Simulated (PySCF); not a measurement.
**C₃H₆ClNSi: electronic excitations and core binding energies**

Aim: predict the electronic excitations and core binding energies of C₃H₆ClNSi (`C=C[Si@@H](Cl)N=C`).

The runs use PySCF 2.14.0, with density-fitted response routines of our own; the level of theory stands in each step. All values are computed, except where a source is named. Atoms are numbered from 0 throughout.

## (1) The starting structure

12 atoms, charge 0, multiplicity 1; geometry from: GFN2-xTB.

Bonds of the start (Å): C0–C1 1.32, C1–Si2 1.88, Si2–Cl3 2.04, Si2–N4 1.72, N4–C5 1.25, C0–H6 1.08, C0–H7 1.08, C1–H8 1.08, Si2–H9 1.46, C5–H10 1.09, C5–H11 1.09.

## (2) TDDFT and polarisability: PBE0/def2-SVPD

What the job is given:

```
{"job": {"kind": "uv", "xc": "PBE0", "basis": "def2-SVPD", "nstates": 8, "ntriplets": 3}, "charge": 0, "multiplicity": 1}
C      1.817507     0.689346     1.067045
C      1.376956    -0.541855     0.861662
Si    -0.080914    -0.990759    -0.238831
Cl    -1.191138    -2.402314     0.729226
N     -0.905130     0.484874    -0.576541
C     -2.047332     0.916925    -0.318029
H      1.344497     1.537963     0.601766
H      2.661420     0.901782     1.705859
H      1.884184    -1.363885     1.352736
H      0.279675    -1.507085    -1.553210
H     -2.321469     1.917748    -0.642986
H     -2.817058     0.356575     0.220903
```

With the program's defaults for keys left out, this is: TDDFT PBE0/def2-SVPD, vertical, gas phase, core orbitals frozen in the response.

On the command line:

```console
> OMP_NUM_THREADS=1 python probes_run.py task.json out
```

This one command runs all jobs of the session in turn.

Log:

```text
coarse grid: 11288 points
cycle   1  E = -921.4155379723  dE =  5.691e-01  |g| = 4.466e-01  |ddm| = 5.109e+00
cycle   2  E = -921.3588360121  dE =  5.670e-02  |g| = 6.718e-01  |ddm| = 1.941e+00
cycle   3  E = -921.4629361636  dE = -1.041e-01  |g| = 1.247e-01  |ddm| = 1.267e+00
cycle   4  E = -921.4665552577  dE = -3.619e-03  |g| = 2.536e-02  |ddm| = 2.035e-01
cycle   5  E = -921.4667191338  dE = -1.639e-04  |g| = 5.680e-03  |ddm| = 4.528e-02
cycle   6  E = -921.4667282339  dE = -9.100e-06  |g| = 1.682e-03  |ddm| = 1.146e-02
final grid: 100520 points
cycle   7  E = -921.5695335359  dE = -1.925e-05  |g| = 6.780e-03  |ddm| = 8.643e-02
cycle   8  E = -921.5695254846  dE =  8.051e-06  |g| = 8.773e-03  |ddm| = 2.279e-02
cycle   9  E = -921.5695453385  dE = -1.985e-05  |g| = 1.508e-03  |ddm| = 1.392e-02
cycle  10  E = -921.5695459219  dE = -5.834e-07  |g| = 1.795e-04  |ddm| = 2.114e-03
cycle  11  E = -921.5695459291  dE = -7.152e-09  |g| = 7.805e-05  |ddm| = 4.022e-04
cycle  12  E = -921.5695459303  dE = -1.232e-09  |g| = 4.239e-05  |ddm| = 1.799e-04
cycle  13  E = -921.5695459307  dE = -4.197e-10  |g| = 5.935e-06  |ddm| = 6.298e-05
converged SCF energy = -921.5695459307

Static polarisability (au): isotropic 82.316, principal 65.196 88.749 93.002

Singlet excitations
state   eV       nm        f      main configurations
  1   4.1151    301.3   0.00015   H->L 0.98
  2   5.5738    222.4   0.02011   H->L+1 0.98
  3   6.0735    204.1   0.00207   H-1->L 0.98
  4   6.4937    190.9   0.00286   H-2->L+1 0.87
  5   6.5357    189.7   0.08230   H-2->L 0.91
  6   6.8811    180.2   0.01631   H->L+2 0.86
  7   7.0920    174.8   0.03153   H->L+3 0.79, H->L+2 0.09
  8   7.1956    172.3   0.18311   H-3->L 0.47, H-1->L+1 0.42

Triplet excitations (Tamm-Dancoff, eV): 3.4818 4.2510 5.0353
```

Wall time 39 s (1 thread of Arm Neoverse N1, shared host); peak memory 0.71 GiB.

Frontier orbitals and where they lie:

| orbital | eV | atoms |
| --- | --- | --- |
| HOMO−3 | -9.46 | Cl3 73 %, Si2 11 % |
| HOMO−2 | -8.65 | Cl3 33 %, C1 18 %, Si2 15 % |
| HOMO−1 | -8.27 | C1 39 %, C0 37 %, Si2 5 % |
| HOMO | -7.33 | N4 55 %, C5 16 %, Cl3 7 % |
| LUMO | -1.14 | C5 42 %, N4 33 %, H10 6 % |
| LUMO+1 | -0.69 | C0 35 %, C1 30 %, Si2 12 % |
| LUMO+2 | 0.71 | Cl3 31 %, C5 18 %, Si2 18 % |

With each of the 8 states as a Gaussian band of 0.4 eV half-width at 1/e, the curve within the window shown has maxima at 221 nm (ε 850), 173 nm (ε 9,300) L/(mol cm). Beyond the last state computed it falls off for lack of states. The curve at chosen wavelengths:

| nm | ε (L/mol/cm) |
| --- | --- |
| 165 | 4759 |
| 172 | 9208 |
| 180 | 7153 |
| 187 | 4962 |
| 195 | 3056 |
| 202 | 1445 |
| 210 | 765 |
| 217 | 815 |
| 225 | 802 |
| 232 | 573 |
| 240 | 276 |
| 247 | 113 |
| 255 | 32 |
| 262 | 10 |
| 270 | 3 |
| 277 | 3 |
| 285 | 4 |
| 292 | 6 |
| 300 | 6 |
| 307 | 6 |
| 315 | 5 |
| 322 | 4 |
| 330 | 3 |
| 337 | 2 |
| 345 | 1 |
| 352 | 1 |

Ground-state properties from the same run:

| property | computed |
| --- | --- |
| dipole moment (D) | 1.38 |
| polarisability (Å³) | 12.20 |
| HOMO–LUMO gap (eV) | 6.20 |
| −ε(HOMO) (eV) | 7.33 |

## (3) Core holes by ΔSCF: SCAN, X2C

Settings changed since step 2:

```diff
@@ -1,2 +1,2 @@
-{"job": {"kind": "uv", "xc": "PBE0", "basis": "def2-SVPD", "nstates": 8, "ntriplets": 3}, "charge": 0, "multiplicity": 1}
+{"job": {"kind": "xps"}, "charge": 0, "multiplicity": 1}
 C      1.817507     0.689346     1.067045
```

Method: delta-SCF UKS SCAN, pcX-2 on the ionised atom, pcseg-1 elsewhere, spin-free X2C.

Log:

```text
ground state, core basis on atom 0 (C), 153 functions
  cycle   1  E = -924.10943671  |g| = 5.50e-01
  cycle   2  E = -923.97949157  |g| = 8.91e-01
  cycle   3  E = -924.17516071  |g| = 2.22e-01
  cycle   4  E = -924.18717278  |g| = 3.64e-02
  cycle   5  E = -924.18752143  |g| = 1.38e-02
  cycle   6  E = -924.18756943  |g| = 5.30e-03
  cycle   7  E = -924.18757438  |g| = 3.70e-03
  cycle   8  E = -924.18757939  |g| = 8.33e-04
  cycle   9  E = -924.18757940  |g| = 2.41e-04
  E(ground) = -924.23370661 Eh
hole in C 1s of atom 0
  cycle   1  E = -912.93086852  |g| = 1.50e+00
  cycle   2  E = -911.13310252  |g| = 2.08e+00
  cycle   3  E = -912.99826917  |g| = 9.18e-01
  cycle   4  E = -913.43144523  |g| = 4.03e-01
  cycle   5  E = -913.49215350  |g| = 2.05e-01
  cycle   6  E = -913.50975783  |g| = 7.10e-02
  cycle   7  E = -913.51190968  |g| = 2.75e-02
  cycle   8  E = -913.51233792  |g| = 9.68e-03
  cycle   9  E = -913.51239848  |g| = 5.51e-03
  cycle  10  E = -913.51242406  |g| = 2.17e-03
  cycle  11  E = -913.51243228  |g| = 1.25e-03
  cycle  12  E = -913.51243440  |g| = 5.28e-04
  cycle  13  E = -913.51243686  |g| = 3.14e-04
  E(ion) = -913.55761009 Eh   <S^2> = 0.7962   hole on atom = 1.000   binding energy = 290.511 eV
ground state, core basis on atom 1 (C), 153 functions
  cycle   1  E = -924.18811654  |g| = 6.27e-02
  cycle   2  E = -924.18728281  |g| = 6.35e-02
  cycle   3  E = -924.18794902  |g| = 3.86e-02
  cycle   4  E = -924.18836100  |g| = 5.20e-03
  cycle   5  E = -924.18836908  |g| = 1.41e-03
  cycle   6  E = -924.18837041  |g| = 6.10e-04
  cycle   7  E = -924.18837001  |g| = 1.96e-04
  E(ground) = -924.23456168 Eh
hole in C 1s of atom 1
  cycle   1  E = -912.94021648  |g| = 1.51e+00
  cycle   2  E = -910.75143181  |g| = 2.19e+00
  cycle   3  E = -913.14222712  |g| = 8.03e-01
  cycle   4  E = -913.44775715  |g| = 3.94e-01
  cycle   5  E = -913.49318909  |g| = 2.49e-01
  cycle   6  E = -913.52041144  |g| = 8.65e-02
  cycle   7  E = -913.52392545  |g| = 2.35e-02
  cycle   8  E = -913.52422808  |g| = 1.07e-02
  cycle   9  E = -913.52432397  |g| = 4.54e-03
  cycle  10  E = -913.52435785  |g| = 2.60e-03
  cycle  11  E = -913.52437553  |g| = 1.53e-03
  cycle  12  E = -913.52438231  |g| = 6.38e-04
  cycle  13  E = -913.52438265  |g| = 3.72e-04
  E(ion) = -913.56945322 Eh   <S^2> = 0.8039   hole on atom = 1.000   binding energy = 290.212 eV
ground state, core basis on atom 2 (Si), 164 functions
  cycle   1  E = -924.28883509  |g| = 2.89e-01
  cycle   2  E = -924.28804466  |g| = 7.41e-02
  cycle   3  E = -924.28490089  |g| = 1.27e-01
  cycle   4  E = -924.28918873  |g| = 2.15e-02
  cycle   5  E = -924.28927966  |g| = 4.97e-03
  cycle   6  E = -924.28928572  |g| = 1.50e-03
  cycle   7  E = -924.28928557  |g| = 2.34e-04
  E(ground) = -924.29353366 Eh
hole in Si 1s of atom 2
  cycle   1  E = -855.32765818  |g| = 4.35e+00
  cycle   2  E = -854.90064855  |g| = 2.40e+00
  cycle   3  E = -855.31993640  |g| = 1.29e+00
  cycle   4  E = -856.22654327  |g| = 5.43e-01
  cycle   5  E = -856.34286516  |g| = 3.07e-01
  cycle   6  E = -856.38870740  |g| = 7.75e-02
  cycle   7  E = -856.39012619  |g| = 5.26e-02
  cycle   8  E = -856.39153061  |g| = 1.24e-02
  cycle   9  E = -856.39160309  |g| = 4.84e-03
  cycle  10  E = -856.39161590  |g| = 1.50e-03
  cycle  11  E = -856.39161682  |g| = 3.48e-04
  E(ion) = -856.40192677 Eh   <S^2> = 0.7523   hole on atom = 1.000   binding energy = 1847.425 eV
hole in Si 2p of atom 2
  cycle   1  E = -919.98796657  |g| = 1.25e+00
  cycle   2  E = -919.45515942  |g| = 1.43e+00
  cycle   3  E = -920.14845858  |g| = 5.33e-01
  cycle   4  E = -920.29821291  |g| = 2.02e-01
  cycle   5  E = -920.31442427  |g| = 1.03e-01
  cycle   6  E = -920.31984362  |g| = 2.38e-02
  cycle   7  E = -920.32002413  |g| = 1.45e-02
  cycle   8  E = -920.32012691  |g| = 4.26e-03
  cycle   9  E = -920.32013544  |g| = 1.31e-03
  cycle  10  E = -920.32013669  |g| = 4.23e-04
  E(ion) = -920.33384048 Eh   <S^2> = 0.7515   hole on atom = 1.003   binding energy = 107.749 eV
  2p3/2 = 107.484 eV   2p1/2 = 108.112 eV
ground state, core basis on atom 3 (Cl), 164 functions
  cycle   1  E = -924.37228030  |g| = 4.85e-01
  cycle   2  E = -924.37227676  |g| = 5.53e-02
  cycle   3  E = -924.37187947  |g| = 6.11e-02
  cycle   4  E = -924.37270698  |g| = 1.91e-02
  cycle   5  E = -924.37278519  |g| = 6.86e-03
  cycle   6  E = -924.37279495  |g| = 1.12e-03
  cycle   7  E = -924.37279493  |g| = 4.15e-04
  E(ground) = -924.40162248 Eh
hole in Cl 1s of atom 3
  cycle   1  E = -819.17692888  |g| = 5.47e+00
  cycle   2  E = -819.35360633  |g| = 2.27e+00
  cycle   3  E = -819.73147312  |g| = 1.16e+00
  cycle   4  E = -820.25053753  |g| = 5.86e-01
  cycle   5  E = -820.38301832  |g| = 2.96e-01
  cycle   6  E = -820.42254099  |g| = 7.12e-02
  cycle   7  E = -820.42457782  |g| = 4.14e-02
  cycle   8  E = -820.42535404  |g| = 1.74e-02
  cycle   9  E = -820.42551904  |g| = 4.06e-03
  cycle  10  E = -820.42552743  |g| = 1.45e-03
  cycle  11  E = -820.42552723  |g| = 3.56e-04
  E(ion) = -820.46246872 Eh   <S^2> = 0.7520   hole on atom = 1.000   binding energy = 2828.328 eV
hole in Cl 2p of atom 3
  cycle   1  E = -916.31301793  |g| = 1.71e+00
  cycle   2  E = -916.05475275  |g| = 1.42e+00
  cycle   3  E = -916.59048600  |g| = 5.92e-01
  cycle   4  E = -916.74486183  |g| = 2.75e-01
  cycle   5  E = -916.77278363  |g| = 1.26e-01
  cycle   6  E = -916.78103480  |g| = 3.44e-02
  cycle   7  E = -916.78154616  |g| = 1.51e-02
  cycle   8  E = -916.78164901  |g| = 6.37e-03
  cycle   9  E = -916.78167181  |g| = 1.31e-03
  cycle  10  E = -916.78167212  |g| = 4.33e-04
  E(ion) = -916.81920478 Eh   <S^2> = 0.7518   hole on atom = 1.001   binding energy = 206.328 eV
  2p3/2 = 205.746 eV   2p1/2 = 207.400 eV
ground state, core basis on atom 4 (N), 153 functions
  cycle   1  E = -924.20156124  |g| = 7.50e-02
  cycle   2  E = -924.20146732  |g| = 3.23e-02
  cycle   3  E = -924.20110996  |g| = 5.13e-02
  cycle   4  E = -924.20168853  |g| = 6.10e-03
  cycle   5  E = -924.20169689  |g| = 1.41e-03
  cycle   6  E = -924.20169792  |g| = 3.90e-04
  E(ground) = -924.24620276 Eh
hole in N 1s of atom 4
  cycle   1  E = -908.61526502  |g| = 1.86e+00
  cycle   2  E = -906.43724288  |g| = 2.43e+00
  cycle   3  E = -907.91394702  |g| = 1.41e+00
  cycle   4  E = -909.31039423  |g| = 2.31e-01
  cycle   5  E = -909.31831734  |g| = 1.59e-01
  cycle   6  E = -909.33292515  |g| = 3.46e-02
  cycle   7  E = -909.33347150  |g| = 2.18e-02
  cycle   8  E = -909.33371205  |g| = 9.14e-03
  cycle   9  E = -909.33376645  |g| = 3.25e-03
  cycle  10  E = -909.33377779  |g| = 1.53e-03
  cycle  11  E = -909.33378117  |g| = 1.12e-03
  cycle  12  E = -909.33378111  |g| = 3.38e-04
  E(ion) = -909.37615267 Eh   <S^2> = 0.7828   hole on atom = 1.000   binding energy = 404.635 eV
ground state, core basis on atom 5 (C), 153 functions
  cycle   1  E = -924.18850148  |g| = 5.67e-02
  cycle   2  E = -924.18842558  |g| = 2.30e-02
  cycle   3  E = -924.18817926  |g| = 3.96e-02
  cycle   4  E = -924.18854752  |g| = 4.83e-03
  cycle   5  E = -924.18855207  |g| = 6.28e-04
  cycle   6  E = -924.18855297  |g| = 1.11e-04
  E(ground) = -924.23440660 Eh
hole in C 1s of atom 5
  cycle   1  E = -912.87754973  |g| = 1.50e+00
  cycle   2  E = -910.89699527  |g| = 2.16e+00
  cycle   3  E = -911.33178686  |g| = 1.61e+00
  cycle   4  E = -913.37238942  |g| = 4.18e-01
  cycle   5  E = -913.38805772  |g| = 3.67e-01
  cycle   6  E = -913.44700065  |g| = 7.62e-02
  cycle   7  E = -913.44997073  |g| = 2.85e-02
  cycle   8  E = -913.45039158  |g| = 1.75e-02
  cycle   9  E = -913.45061345  |g| = 8.26e-03
  cycle  10  E = -913.45072745  |g| = 5.98e-03
  cycle  11  E = -913.45080468  |g| = 3.49e-03
  cycle  12  E = -913.45084964  |g| = 1.88e-03
  cycle  13  E = -913.45085200  |g| = 1.00e-03
  cycle  14  E = -913.45085091  |g| = 3.71e-04
  E(ion) = -913.49445955 Eh   <S^2> = 0.8321   hole on atom = 1.000   binding energy = 292.249 eV
```

It took 2 min on 1 thread of Arm Neoverse N1, shared host; peak memory 0.49 GiB.

The holes in one table. −ε is the ground-state orbital energy:

| hole | stands for | environment | ΔSCF (eV; 2p as the shell's mean) | −ε (eV) | ⟨S²⟩ |
| --- | --- | --- | --- | --- | --- |
| C1s on C0 | C0 | terminal =CH2 carbon | 290.51 | 274.0 | 0.796 |
| C1s on C1 | C1 | alkene CH | 290.21 | 273.7 | 0.804 |
| Si1s on Si2 | Si2 | silicon bonded to C, Cl, N, H | 1847.42 | 1794.3 | 0.752 |
| Si2p on Si2 | Si2 | silicon bonded to C, Cl, N, H | 107.69 | 97.1 | 0.752 |
| Cl1s on Cl3 | Cl3 | chlorine bonded to Si | 2828.33 | 2763.5 | 0.752 |
| Cl2p on Cl3 | Cl3 | chlorine bonded to Si | 206.30 | 193.3 | 0.752 |
| N1s on N4 | N4 | imine nitrogen | 404.63 | 386.0 | 0.783 |
| C1s on C5 | C5 | C=N carbon | 292.25 | 275.4 | 0.832 |

With the spin-orbit splitting: Si2 2p3/2 107.48, 2p1/2 108.11 eV; Cl3 2p3/2 205.75, 2p1/2 207.40 eV. The table gives each 2p level as the mean over the whole 2p shell (two parts 2p3/2, one part 2p1/2), which differs a little from the single hole in the log.

## (4) Results

```
                                quantity                               value
         lowest singlet (PBE0/def2-SVPD)         4.12 eV (301 nm), f = 0.000
brightest single state of those computed         state 8, 7.20 eV, f = 0.183
                          lowest triplet                             3.48 eV
        C1s binding energies, SCAN/pcX-2  C5 292.25, C0 290.51, C1 290.21 eV
       Si1s binding energies, SCAN/pcX-2                      Si2 1847.42 eV
       Si2p binding energies, SCAN/pcX-2                       Si2 107.69 eV
       Cl1s binding energies, SCAN/pcX-2                      Cl3 2828.33 eV
       Cl2p binding energies, SCAN/pcX-2                       Cl3 206.30 eV
        N1s binding energies, SCAN/pcX-2                        N4 404.63 eV
```

In words: The lowest singlet, at 4.12 eV, is HOMO→LUMO 0.98 and is dark; of the 8 states computed, the strongest absorption comes from state 8 at 7.20 eV (the last computed, so partners may be missing). The lowest triplet lies 0.63 eV below the lowest singlet (triplets in Tamm-Dancoff, singlets in full TDDFT). C5 (C=N carbon) binds its C1s electron 2.04 eV more tightly than C1 (alkene CH).
